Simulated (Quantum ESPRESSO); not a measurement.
The system is Cu.

```xyz
1
Lattice="-1.6400 1.6400 1.4000 1.6400 -1.6400 1.4000 1.6400 1.6400 -1.4000" Properties=species:S:1:pos:R:3 pbc="T T T"
Cu    0.0000    0.0000    0.0000
```

The cell was built by a generator and needn't be a form met in nature.

Base run:

| Quantity | Value |
| --- | --- |
| Program | Quantum ESPRESSO 7.5 |
| Functional | PBEsol |
| Potentials or basis | GBRV 1.5 PBEsol |
| Cutoff | 762 eV |
| Density cutoff | 6095 eV |
| k mesh | 16 × 16 × 20 |
| Occupations | methfessel-paxton, width 0.1 eV |
| Spin | no spin polarisation |

Its results: band gap on the k mesh none (metal or under the smearing width); pressure -22.8 GPa.

The run is repeated on the same cell with these changes: functional from PBEsol to LDA; potentials or basis from GBRV 1.5 PBEsol to GBRV 1.5 LDA. What comes out?

Band gap on the k mesh none (metal or under the smearing width); pressure -26.5 GPa.

Caveats: so large a pressure means that the cell lies far from this level's equilibrium, or that cutoff or potentials fall short.

Not every run made on this cell is shown here.
